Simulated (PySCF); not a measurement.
# A gas-phase reaction: AlBrH2O2 + FH → AlFH2O2 + BrH

Aim: the reaction energy of `[OH][Al]([OH])[Br]` + `F` → `[OH][Al]([OH])[F]` + `Br`.

Programs: PySCF 2.14.0. All values are calculated, for the isolated system unless a continuum is named. Atoms count from 0, parts from 1.

## 1. Starting point

Each species was relaxed by itself at PBE0-D3(BJ)/def2-SVPD.

## 2. Energies of the species: wB97M-D3(BJ)/def2-TZVPD

Job settings and geometry (Å):

```
{"job": {"kind": "react", "xc": "wB97M-D3(BJ)", "basis": "def2-TZVPD"}, "charge": 0, "multiplicity": 1}
-1 AlBrH2O2 charge 0 multiplicity 1
O     -0.186910     0.106540    -1.462560
Al     0.114360     0.168750     0.211350
O     -0.332200    -1.119960     1.223020
Br     1.107840     1.941230     1.159290
H      0.058080     0.790370    -2.086290
H     -0.776500    -1.915090     0.927030

-1 FH charge 0 multiplicity 1
F      0.457030     0.012280     0.051560
H     -0.457030    -0.012280    -0.051560

+1 AlFH2O2 charge 0 multiplicity 1
O      0.087830     0.753800    -1.468970
Al     0.276120     0.211910     0.127090
O     -0.659670    -1.066460     0.739420
F      1.412040     0.976630     1.075890
H     -0.536140     0.374300    -2.088450
H     -0.606940    -1.418430     1.627840

+1 BrH charge 0 multiplicity 1
Br     0.714800    -0.006250    -0.012770
H     -0.708630     0.009770     0.012640
```

With the program's defaults for keys left out, this is: wB97M-D3(BJ)/def2-TZVPD reaction energy of separated species, gas phase.

Command:

```console
$ OMP_NUM_THREADS=1 python cluster_run.py task.json out
```

This one command runs all jobs of the session in turn.

The program printed:

```text
species 1 (AlBrH2O2)
coarse grid: 28992 points
cycle   1  E = -2968.3997330755  dE = -7.777e-01  |g| = 9.992e-01  |ddm| = 2.273e+00
cycle   2  E = -2968.3535850903  dE =  4.615e-02  |g| = 1.175e+00  |ddm| = 1.484e+00
cycle   3  E = -2968.5816473509  dE = -2.281e-01  |g| = 5.865e-02  |ddm| = 7.721e-01
cycle   4  E = -2968.5824900126  dE = -8.427e-04  |g| = 1.695e-02  |ddm| = 6.632e-02
cycle   5  E = -2968.5825902089  dE = -1.002e-04  |g| = 5.614e-03  |ddm| = 2.145e-02
cycle   6  E = -2968.5826001375  dE = -9.929e-06  |g| = 2.719e-03  |ddm| = 8.096e-03
final grid: 58128 points
cycle   7  E = -2968.5825115529  dE = -4.622e-07  |g| = 3.059e-03  |ddm| = 4.165e-03
cycle   8  E = -2968.5825109813  dE =  5.716e-07  |g| = 3.685e-03  |ddm| = 3.794e-03
cycle   9  E = -2968.5825131219  dE = -2.141e-06  |g| = 1.335e-04  |ddm| = 1.994e-03
cycle  10  E = -2968.5825131314  dE = -9.556e-09  |g| = 7.209e-05  |ddm| = 1.856e-04
cycle  11  E = -2968.5825131341  dE = -2.673e-09  |g| = 8.286e-06  |ddm| = 1.609e-04
cycle  12  E = -2968.5825131341  dE = -2.274e-11  |g| = 2.510e-06  |ddm| = 1.275e-05
converged SCF energy = -2968.5825131341

species 2 (FH)
coarse grid: 7776 points
cycle   1  E = -100.4688253162  dE = -9.408e-02  |g| = 4.644e-01  |ddm| = 6.197e-01
cycle   2  E = -100.4725063369  dE = -3.681e-03  |g| = 5.038e-01  |ddm| = 3.808e-01
cycle   3  E = -100.5053206599  dE = -3.281e-02  |g| = 2.574e-02  |ddm| = 1.678e-01
cycle   4  E = -100.5053966376  dE = -7.598e-05  |g| = 5.006e-03  |ddm| = 1.077e-02
cycle   5  E = -100.5054012787  dE = -4.641e-06  |g| = 4.334e-04  |ddm| = 3.766e-03
final grid: 16976 points
cycle   6  E = -100.5053932366  dE = -6.426e-08  |g| = 1.033e-04  |ddm| = 8.209e-04
cycle   7  E = -100.5053932401  dE = -3.461e-09  |g| = 7.601e-05  |ddm| = 2.162e-04
cycle   8  E = -100.5053932408  dE = -7.592e-10  |g| = 2.141e-05  |ddm| = 3.705e-05
converged SCF energy = -100.5053932408

species 3 (AlFH2O2)
coarse grid: 26960 points
cycle   1  E = -494.1294670982  dE =  1.446e-01  |g| = 1.071e+00  |ddm| = 2.169e+00
cycle   2  E = -494.0915717467  dE =  3.790e-02  |g| = 1.256e+00  |ddm| = 1.502e+00
cycle   3  E = -494.3349994601  dE = -2.434e-01  |g| = 3.992e-02  |ddm| = 7.611e-01
cycle   4  E = -494.3355188611  dE = -5.194e-04  |g| = 1.350e-02  |ddm| = 5.240e-02
cycle   5  E = -494.3355779817  dE = -5.912e-05  |g| = 8.050e-03  |ddm| = 1.845e-02
cycle   6  E = -494.3355899791  dE = -1.200e-05  |g| = 2.384e-03  |ddm| = 5.513e-03
cycle   7  E = -494.3355916960  dE = -1.717e-06  |g| = 3.302e-04  |ddm| = 2.704e-03
final grid: 56656 points
cycle   8  E = -494.3356204117  dE = -2.057e-07  |g| = 2.049e-04  |ddm| = 2.135e-03
cycle   9  E = -494.3356204263  dE = -1.454e-08  |g| = 1.773e-04  |ddm| = 4.145e-04
cycle  10  E = -494.3356204322  dE = -5.951e-09  |g| = 4.777e-05  |ddm| = 1.116e-04
cycle  11  E = -494.3356204338  dE = -1.589e-09  |g| = 1.240e-05  |ddm| = 1.071e-04
cycle  12  E = -494.3356204339  dE = -8.845e-11  |g| = 4.965e-06  |ddm| = 2.932e-05
converged SCF energy = -494.3356204339

species 4 (BrH)
coarse grid: 9808 points
cycle   1  E = -2574.7444818340  dE = -1.115e+00  |g| = 2.814e-01  |ddm| = 9.887e-01
cycle   2  E = -2574.7574488867  dE = -1.297e-02  |g| = 1.487e-01  |ddm| = 2.655e-01
cycle   3  E = -2574.7608846820  dE = -3.436e-03  |g| = 8.657e-03  |ddm| = 8.708e-02
cycle   4  E = -2574.7609220472  dE = -3.737e-05  |g| = 2.523e-03  |ddm| = 1.268e-02
cycle   5  E = -2574.7609264777  dE = -4.430e-06  |g| = 6.498e-04  |ddm| = 4.934e-03
final grid: 18448 points
cycle   6  E = -2574.7609110702  dE = -1.921e-07  |g| = 3.887e-04  |ddm| = 9.251e-04
cycle   7  E = -2574.7609110978  dE = -2.762e-08  |g| = 2.733e-04  |ddm| = 3.940e-04
cycle   8  E = -2574.7609111049  dE = -7.085e-09  |g| = 3.377e-05  |ddm| = 1.361e-04
cycle   9  E = -2574.7609111060  dE = -1.034e-09  |g| = 1.120e-05  |ddm| = 6.288e-05
cycle  10  E = -2574.7609111060  dE = -5.321e-11  |g| = 1.705e-06  |ddm| = 1.294e-05
converged SCF energy = -2574.7609111060

Reaction energy = -5.049 kcal/mol
```

Wall time 21 s (1 thread of Arm Neoverse V2, shared host); peak memory 0.69 GiB.

Species by species (with the dispersion term, which the log's SCF energies lack):

```
 ν             species  energy (Eh)  HOMO (eV)
-1  [OH][Al]([OH])[Br]  -2968.58682     -10.99
-1                   F   -100.50563     -14.54
+1   [OH][Al]([OH])[F]   -494.33902     -12.00
+1                  Br  -2574.76148     -11.15
```

## 3. Reaction energy: PBE0-D3(BJ)/def2-TZVPD

Same as in step 2 but for these lines:

```diff
@@ -1,2 +1,2 @@
-{"job": {"kind": "react", "xc": "wB97M-D3(BJ)", "basis": "def2-TZVPD"}, "charge": 0, "multiplicity": 1}
+{"job": {"kind": "react", "xc": "PBE0", "basis": "def2-TZVPD", "disp": "d3bj"}, "charge": 0, "multiplicity": 1}
 -1 AlBrH2O2 charge 0 multiplicity 1
```

Level: PBE0-D3(BJ)/def2-TZVPD reaction energy of separated species, gas phase.

The program printed:

```text
species 1 (AlBrH2O2)
coarse grid: 28992 points
cycle   1  E = -2967.7188760786  dE = -6.872e-01  |g| = 1.111e+00  |ddm| = 2.400e+00
cycle   2  E = -2967.2487577144  dE =  4.701e-01  |g| = 1.899e+00  |ddm| = 2.062e+00
cycle   3  E = -2967.9294640323  dE = -6.807e-01  |g| = 1.151e-01  |ddm| = 1.429e+00
cycle   4  E = -2967.9321710294  dE = -2.707e-03  |g| = 2.954e-02  |ddm| = 1.180e-01
cycle   5  E = -2967.9323344973  dE = -1.635e-04  |g| = 1.994e-02  |ddm| = 4.164e-02
cycle   6  E = -2967.9323999677  dE = -6.547e-05  |g| = 3.888e-03  |ddm| = 1.486e-02
cycle   7  E = -2967.9324021667  dE = -2.199e-06  |g| = 1.667e-03  |ddm| = 3.552e-03
final grid: 58128 points
cycle   8  E = -2967.9323622858  dE =  5.802e-07  |g| = 2.556e-03  |ddm| = 3.479e-03
cycle   9  E = -2967.9323604933  dE =  1.793e-06  |g| = 4.104e-03  |ddm| = 4.207e-03
cycle  10  E = -2967.9323634458  dE = -2.953e-06  |g| = 3.050e-04  |ddm| = 2.564e-03
cycle  11  E = -2967.9323634633  dE = -1.754e-08  |g| = 1.449e-05  |ddm| = 2.366e-04
cycle  12  E = -2967.9323634634  dE = -3.229e-11  |g| = 7.087e-06  |ddm| = 1.312e-05
converged SCF energy = -2967.9323634634

species 2 (FH)
coarse grid: 1712 points
cycle   1  E = -100.3540026064  dE = -3.606e-02  |g| = 4.957e-01  |ddm| = 6.253e-01
cycle   2  E = -100.3144882826  dE =  3.951e-02  |g| = 7.429e-01  |ddm| = 5.125e-01
cycle   3  E = -100.3937207590  dE = -7.923e-02  |g| = 2.284e-02  |ddm| = 2.892e-01
cycle   4  E = -100.3937963336  dE = -7.557e-05  |g| = 4.204e-03  |ddm| = 9.787e-03
cycle   5  E = -100.3937983169  dE = -1.983e-06  |g| = 3.552e-04  |ddm| = 1.247e-03
final grid: 16976 points
cycle   6  E = -100.3948394102  dE = -1.847e-05  |g| = 3.947e-03  |ddm| = 7.378e-03
cycle   7  E = -100.3948375395  dE =  1.871e-06  |g| = 5.423e-03  |ddm| = 3.311e-03
cycle   8  E = -100.3948415166  dE = -3.977e-06  |g| = 1.007e-04  |ddm| = 1.986e-03
cycle   9  E = -100.3948415180  dE = -1.316e-09  |g| = 1.792e-05  |ddm| = 3.974e-05
cycle  10  E = -100.3948415180  dE = -4.879e-11  |g| = 3.035e-06  |ddm| = 1.030e-05
converged SCF energy = -100.3948415180

species 3 (AlFH2O2)
coarse grid: 6128 points
cycle   1  E = -493.6236621706  dE =  2.808e-01  |g| = 1.196e+00  |ddm| = 2.283e+00
cycle   2  E = -493.1831379733  dE =  4.405e-01  |g| = 1.976e+00  |ddm| = 2.127e+00
cycle   3  E = -493.8687385599  dE = -6.856e-01  |g| = 7.616e-02  |ddm| = 1.420e+00
cycle   4  E = -493.8692653252  dE = -5.268e-04  |g| = 6.589e-02  |ddm| = 8.196e-02
cycle   5  E = -493.8699022035  dE = -6.369e-04  |g| = 8.527e-03  |ddm| = 3.343e-02
cycle   6  E = -493.8699131756  dE = -1.097e-05  |g| = 1.504e-03  |ddm| = 6.757e-03
cycle   7  E = -493.8699135828  dE = -4.072e-07  |g| = 3.775e-04  |ddm| = 1.119e-03
final grid: 56656 points
cycle   8  E = -493.8739051213  dE = -4.035e-05  |g| = 5.906e-03  |ddm| = 2.250e-02
cycle   9  E = -493.8738964830  dE =  8.638e-06  |g| = 9.173e-03  |ddm| = 8.582e-03
cycle  10  E = -493.8739104900  dE = -1.401e-05  |g| = 3.691e-04  |ddm| = 5.692e-03
cycle  11  E = -493.8739105071  dE = -1.708e-08  |g| = 1.746e-04  |ddm| = 2.369e-04
cycle  12  E = -493.8739105113  dE = -4.280e-09  |g| = 3.755e-05  |ddm| = 1.001e-04
cycle  13  E = -493.8739105115  dE = -1.962e-10  |g| = 6.874e-06  |ddm| = 2.290e-05
converged SCF energy = -493.8739105115

species 4 (BrH)
coarse grid: 9808 points
cycle   1  E = -2574.4494536599  dE = -1.081e+00  |g| = 2.724e-01  |ddm| = 1.042e+00
cycle   2  E = -2574.4540919137  dE = -4.638e-03  |g| = 1.699e-01  |ddm| = 2.601e-01
cycle   3  E = -2574.4588662481  dE = -4.774e-03  |g| = 3.007e-02  |ddm| = 1.194e-01
cycle   4  E = -2574.4590977282  dE = -2.315e-04  |g| = 4.156e-03  |ddm| = 2.212e-02
cycle   5  E = -2574.4591017307  dE = -4.002e-06  |g| = 1.311e-03  |ddm| = 4.270e-03
final grid: 18448 points
cycle   6  E = -2574.4591028008  dE = -7.032e-08  |g| = 1.375e-03  |ddm| = 2.024e-03
cycle   7  E = -2574.4591028151  dE = -1.432e-08  |g| = 1.399e-03  |ddm| = 1.791e-03
cycle   8  E = -2574.4591030361  dE = -2.209e-07  |g| = 5.149e-05  |ddm| = 8.398e-04
cycle   9  E = -2574.4591030367  dE = -6.658e-10  |g| = 1.027e-05  |ddm| = 4.413e-05
converged SCF energy = -2574.4591030367

Reaction energy = -2.998 kcal/mol
```

It took 10 s on 1 thread of Arm Neoverse V2, shared host; peak memory 0.61 GiB.

Reaction energy at this level: -3.00 kcal/mol.

## 4. Energies of the species: MP2/def2-TZVPD

Same as in step 3 but for these lines:

```diff
@@ -1,2 +1,2 @@
-{"job": {"kind": "react", "xc": "PBE0", "basis": "def2-TZVPD", "disp": "d3bj"}, "charge": 0, "multiplicity": 1}
+{"job": {"kind": "react", "xc": "MP2", "basis": "def2-TZVPD"}, "charge": 0, "multiplicity": 1}
 -1 AlBrH2O2 charge 0 multiplicity 1
```

Method: MP2/def2-TZVPD reaction energy of separated species, gas phase.

The program printed:

```text
species 1 (AlBrH2O2)
final grid: 58128 points
cycle   1  E = -2965.3930752149  dE = -9.199e-01  |g| = 7.426e-01  |ddm| = 2.211e+00
cycle   2  E = -2965.4636080252  dE = -7.053e-02  |g| = 4.851e-01  |ddm| = 8.665e-01
cycle   3  E = -2965.5021820371  dE = -3.857e-02  |g| = 4.588e-02  |ddm| = 3.120e-01
cycle   4  E = -2965.5029308671  dE = -7.488e-04  |g| = 1.082e-02  |ddm| = 6.601e-02
cycle   5  E = -2965.5029910461  dE = -6.018e-05  |g| = 3.221e-03  |ddm| = 1.821e-02
cycle   6  E = -2965.5029971808  dE = -6.135e-06  |g| = 1.130e-03  |ddm| = 6.063e-03
cycle   7  E = -2965.5029979375  dE = -7.566e-07  |g| = 3.931e-04  |ddm| = 1.934e-03
cycle   8  E = -2965.5029980152  dE = -7.770e-08  |g| = 1.325e-04  |ddm| = 6.767e-04
cycle   9  E = -2965.5029980232  dE = -7.982e-09  |g| = 3.676e-05  |ddm| = 2.157e-04
cycle  10  E = -2965.5029980237  dE = -5.721e-10  |g| = 1.498e-05  |ddm| = 5.498e-05
converged SCF energy = -2965.5029980237

species 2 (FH)
final grid: 16976 points
cycle   1  E = -100.0371202432  dE = -1.649e-01  |g| = 4.007e-01  |ddm| = 6.032e-01
cycle   2  E = -100.0578878720  dE = -2.077e-02  |g| = 2.336e-01  |ddm| = 2.533e-01
cycle   3  E = -100.0646342068  dE = -6.746e-03  |g| = 2.356e-02  |ddm| = 8.091e-02
cycle   4  E = -100.0647516341  dE = -1.174e-04  |g| = 6.199e-03  |ddm| = 1.253e-02
cycle   5  E = -100.0647673456  dE = -1.571e-05  |g| = 1.459e-03  |ddm| = 5.121e-03
cycle   6  E = -100.0647686185  dE = -1.273e-06  |g| = 2.290e-04  |ddm| = 1.848e-03
cycle   7  E = -100.0647686529  dE = -3.438e-08  |g| = 1.958e-05  |ddm| = 4.211e-04
cycle   8  E = -100.0647686531  dE = -1.848e-10  |g| = 2.360e-06  |ddm| = 2.495e-05
converged SCF energy = -100.0647686531

species 3 (AlFH2O2)
final grid: 56656 points
cycle   1  E = -492.4495273970  dE = -6.105e-02  |g| = 8.262e-01  |ddm| = 2.102e+00
cycle   2  E = -492.5304689511  dE = -8.094e-02  |g| = 5.400e-01  |ddm| = 8.604e-01
cycle   3  E = -492.5740600648  dE = -4.359e-02  |g| = 4.126e-02  |ddm| = 3.043e-01
cycle   4  E = -492.5747148370  dE = -6.548e-04  |g| = 9.653e-03  |ddm| = 5.583e-02
cycle   5  E = -492.5747696148  dE = -5.478e-05  |g| = 3.541e-03  |ddm| = 1.556e-02
cycle   6  E = -492.5747760991  dE = -6.484e-06  |g| = 1.736e-03  |ddm| = 4.369e-03
cycle   7  E = -492.5747773336  dE = -1.235e-06  |g| = 4.068e-04  |ddm| = 2.353e-03
cycle   8  E = -492.5747774362  dE = -1.026e-07  |g| = 7.522e-05  |ddm| = 7.723e-04
cycle   9  E = -492.5747774397  dE = -3.513e-09  |g| = 2.301e-05  |ddm| = 1.460e-04
cycle  10  E = -492.5747774400  dE = -3.062e-10  |g| = 6.849e-06  |ddm| = 4.424e-05
converged SCF energy = -492.5747774400

species 4 (BrH)
final grid: 18448 points
cycle   1  E = -2572.9852623615  dE = -1.144e+00  |g| = 2.202e-01  |ddm| = 9.640e-01
cycle   2  E = -2572.9999186841  dE = -1.466e-02  |g| = 7.760e-02  |ddm| = 2.157e-01
cycle   3  E = -2573.0014424503  dE = -1.524e-03  |g| = 1.588e-02  |ddm| = 5.815e-02
cycle   4  E = -2573.0016143491  dE = -1.719e-04  |g| = 5.005e-03  |ddm| = 1.886e-02
cycle   5  E = -2573.0016334748  dE = -1.913e-05  |g| = 1.691e-03  |ddm| = 6.805e-03
cycle   6  E = -2573.0016348777  dE = -1.403e-06  |g| = 3.418e-04  |ddm| = 2.059e-03
cycle   7  E = -2573.0016349514  dE = -7.364e-08  |g| = 5.979e-05  |ddm| = 6.414e-04
cycle   8  E = -2573.0016349528  dE = -1.431e-09  |g| = 8.468e-06  |ddm| = 8.660e-05
cycle   9  E = -2573.0016349528  dE = -4.593e-11  |g| = 1.310e-06  |ddm| = 1.889e-05
converged SCF energy = -2573.0016349528

Reaction energy = -3.762 kcal/mol
```

It took 5 s on 1 thread of Arm Neoverse V2, shared host; peak memory 0.57 GiB.

Reaction energy at this level: -3.76 kcal/mol.

## 5. Comparing the runs

Energies in kcal/mol, with wall time:

```
                    run  reaction  time
wB97M-D3(BJ)/def2-TZVPD     -5.05  21 s
 PBE0-D3(BJ)/def2-TZVPD     -3.00  10 s
         MP2/def2-TZVPD     -3.76   5 s
```

## 6. Results

| quantity | value |
| --- | --- |
| reaction energy (wB97M-D3(BJ)/def2-TZVPD) | -5.05 kcal/mol |
| ΔH, ΔG at 298 K (xTB thermal terms) | -6.8, -6.8 kcal/mol |
| range of the reaction energy over the runs of this table | -5.05 to -3.00 kcal/mol |

**Reading.** The reaction is exothermic by 6.8 kcal/mol in the gas phase; dispersion gives +0.36, and xTB itself gave -9.30 for the electronic energy (xTB energies and thermal terms come from the earlier relaxation of each species, not shown). No barrier was sought. The reaction energy runs from -5.05 (wB97M-D3(BJ)/def2-TZVPD) to -3.00 kcal/mol (PBE0-D3(BJ)/def2-TZVPD).
